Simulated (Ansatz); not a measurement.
# CH4BNO: an energy map over bond length O1–B2 and bond length O1–H5

Program: Ansatz 0.2.0. Level of theory: RKS PBE-D4/def2-TZVP. These are calculated values, not measurements.

## Step 1: Starting geometry

SMILES `OB1CN1`, 8 atoms, charge 0, spin multiplicity 1.

Atoms are counted from 1 here; the program's logs count them from 0.

Bond lengths: O1–B2 1.360 Å, O1–H5 0.973 Å, B2–C3 1.571 Å, B2–N4 1.366 Å, C3–N4 1.489 Å, C3–H6 1.111 Å, C3–H7 1.111 Å, N4–H8 1.017 Å. Angles: B2–O1–H5 111.3°, O1–B2–C3 155.8°, O1–B2–N4 143.7°, C3–B2–N4 60.5°, B2–C3–N4 52.9°, B2–C3–H6 122.2°, B2–C3–H7 122.1°, N4–C3–H6 116.9°, N4–C3–H7 116.9°, H6–C3–H7 112.3°, B2–N4–C3 66.6°, B2–N4–H8 160.3°, C3–N4–H8 133.1°.

As a file:

```xyz
8
charge 0, multiplicity 1
O    -1.27632    0.92327   -1.19031
B    -0.43938    0.19644   -0.40236
C     0.75508   -0.03099    0.59163
N    -0.15577   -1.06723    0.03093
H    -1.05197    1.86949   -1.16573
H     1.81249   -0.05341    0.25062
H     0.66699    0.18070    1.67900
H    -0.21883   -2.07558    0.15041
```

This geometry comes from a loose relaxation at PBE in a small basis, which is not shown.

## Step 3: Setting up the map

- bond length O1–B2: 11 values from 1.116 to 2.041 Å
- bond length O1–H5: 11 values from 0.835 to 1.359 Å

Nothing else is relaxed (all other coordinates rigid). Energies count from the relaxed molecule at the same level. Points are written as (first, second).

(The set-up runs are not shown.)

## Step 4: Grid point (1.393 Å, 0.992 Å)

Contents of input.yaml:

```yaml
crystal:
  periodic: [false, false, false]
  atoms:
    - { symbol: O, position_ang: [-1.285678, 0.906689, -1.151433] }
    - { symbol: B, position_ang: [-0.35929, 0.163507, -0.423466] }
    - { symbol: C, position_ang: [0.806481, -0.045686, 0.578018] }
    - { symbol: "N", position_ang: [-0.011533, -1.123742, -0.095874] }
    - { symbol: H, position_ang: [-1.091482, 1.879007, -1.12062] }
    - { symbol: H, position_ang: [1.870686, -0.037702, 0.314704] }
    - { symbol: H, position_ang: [0.628657, 0.118957, 1.650289] }
    - { symbol: H, position_ang: [-0.331749, -2.001184, 0.295073] }
basis:
  gaussian: { orbitals: def2-TZVP }
hamiltonian:
  xc: pbe
  dispersion: d4
output:
  forces: true
```

Launch:

```console
ansatz run input.yaml --threads 1 --pin off --max-ram 2560MiB --backend cpu --events-out ev --progress --plain --runs-dir out
```

What time and memory should one allow on 1 thread of Arm Neoverse V2, shared host?

About 2.8 s, with a peak of 0.13 GiB.
